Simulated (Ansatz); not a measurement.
# MgPb2WO6: the cost of one run

Program: Ansatz 0.2.0. Level of theory: DFT PBEsol, scalar-relativistic, plane waves, PAW. These are calculated values, not measurements.

## (1) The starting structure

The structure is cubic, space group Fm-3m (No. 225). Conventional cell: a = 8.085 Å, b = 8.085 Å, c = 8.085 Å, α = 90.00°, β = 90.00°, γ = 90.00°. Mg (site symmetry m-3m) has 6 O at 2.09 Å as nearest neighbours. Pb (site symmetry -43m) is surrounded by 12 O at 2.86 Å. W (site symmetry m-3m) is surrounded by 6 O at 1.95 Å. Around O (site symmetry 4mm) lie 1 W at 1.95 Å and 1 Mg at 2.09 Å.

As a file:

```cif
data_structure
_symmetry_space_group_name_H-M 'P 1'
_symmetry_Int_Tables_number 1
_cell_length_a 5.7171
_cell_length_b 5.7171
_cell_length_c 5.7171
_cell_angle_alpha 60.000
_cell_angle_beta 60.000
_cell_angle_gamma 60.000
_cell_volume 132.13
loop_
_atom_site_label
_atom_site_type_symbol
_atom_site_fract_x
_atom_site_fract_y
_atom_site_fract_z
_atom_site_occupancy
Mg1 Mg 0.50000 0.50000 0.50000 1
Pb1 Pb 0.75000 0.75000 0.75000 1
Pb2 Pb 0.25000 0.25000 0.25000 1
W1 W 0.00000 0.00000 0.00000 1
O1 O 0.75831 0.24169 0.75831 1
O2 O 0.24169 0.24169 0.75831 1
O3 O 0.75831 0.75831 0.24169 1
O4 O 0.75831 0.24169 0.24169 1
O5 O 0.24169 0.75831 0.24169 1
O6 O 0.24169 0.75831 0.75831 1
```

The structure comes from the Materials Project (structure only).

(A quick probe on a coarse mesh, which set the mesh and smearing, is not shown.)

## (3) Rough relaxation on the coarse mesh

input.yaml

```yaml
crystal:
  lattice:
    - [0.0, 4.042574, 4.042574]
    - [4.042574, 0.0, 4.042574]
    - [4.042574, 4.042574, 0.0]
  atoms:
    - { symbol: Mg, position: [0.5, 0.5, 0.5] }
    - { symbol: Pb, position: [0.75, 0.75, 0.75] }
    - { symbol: Pb, position: [0.25, 0.25, 0.25] }
    - { symbol: W, position: [0.0, 0.0, 0.0] }
    - { symbol: O, position: [0.758311, 0.241689, 0.758311] }
    - { symbol: O, position: [0.241689, 0.241689, 0.758311] }
    - { symbol: O, position: [0.758311, 0.758311, 0.241689] }
    - { symbol: O, position: [0.758311, 0.241689, 0.241689] }
    - { symbol: O, position: [0.241689, 0.758311, 0.241689] }
    - { symbol: O, position: [0.241689, 0.758311, 0.758311] }
basis:
  ecutwfc: 420
kpoints:
  mp_grid: { grid: [4, 4, 4] }
hamiltonian:
  xc: pbesol
scf:
  occupations: { method: gaussian, width: 0.1 }
output:
  forces: true
  stress: true
  eigenvalues: true
relax:
  adjacent_minimum: "off"
  f_tol: 0.05
  max_steps: 80
  cell: { stress_tol: 0.5 }
```

The run is started by

```bash
$ ansatz run input.yaml --threads 2 --pin off --max-ram 5120MiB --backend cpu --events-out ev --progress --plain --runs-dir out
```

Q: Estimate wall time and peak memory on 2 threads of Arm Neoverse V2, shared host.

About 7.7 s, with a peak of 0.46 GiB.
